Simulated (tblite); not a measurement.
# C2H11NOSi2: the cost of one run

Programs: tblite 0.8.0 and PySCF 2.14.0, with density-fitted response routines of our own. Each step states its level of theory. These are calculated values for one molecule in the gas phase, unless marked as measured. Atoms are numbered from 0 throughout.

### Step 1. The starting structure

17 atoms, charge 0, multiplicity 1; geometry from: force field or distance geometry start.

Bonds of the start (Å): C0–N1 1.48, N1–Si2 1.77, Si2–C3 1.85, C3–Si4 1.85, Si4–O5 1.69, C0–H6 1.10, C0–H7 1.12, C0–H8 1.12, N1–H9 1.03, Si2–H10 1.48, Si2–H11 1.47, C3–H12 1.13, C3–H13 1.12, Si4–H14 1.48, Si4–H15 1.48, O5–H16 0.98.

### Step 2. Optimising the geometry with GFN2-xTB

The job: settings as JSON, then the geometry in Å.

```
{"job": {"kind": "relax", "xc": "GFN2-xTB", "basis": "xTB"}, "charge": 0, "multiplicity": 1}
C      2.455700     0.083500     0.689300
N      1.342600     0.752300    -0.018500
Si     0.510600    -0.521400    -0.922500
C     -1.207700    -0.874900    -0.327300
Si    -2.273200     0.609400    -0.064600
O     -2.390800     1.130900     1.539500
H      3.111400     0.800400     1.202900
H      1.992900    -0.627400     1.413600
H      2.980800    -0.520000    -0.089200
H      1.794200     1.469400    -0.601600
H      0.505700    -0.156400    -2.359800
H      1.256100    -1.789200    -0.811900
H     -1.112300    -1.461800     0.637400
H     -1.693000    -1.533400    -1.090500
H     -1.888400     1.741400    -0.931400
H     -3.644000     0.187000    -0.438300
H     -1.747600     0.722200     2.162900
```

On the command line:

```
$ OMP_NUM_THREADS=1 python probes_run.py task.json out
```

One launch serves the whole session: the jobs run in the order shown.

Q: Estimate the wall time and peak memory of this first job on 1 thread of Arm Neoverse N1, shared host.

About 1.9 s, with a peak of 0.18 GiB.
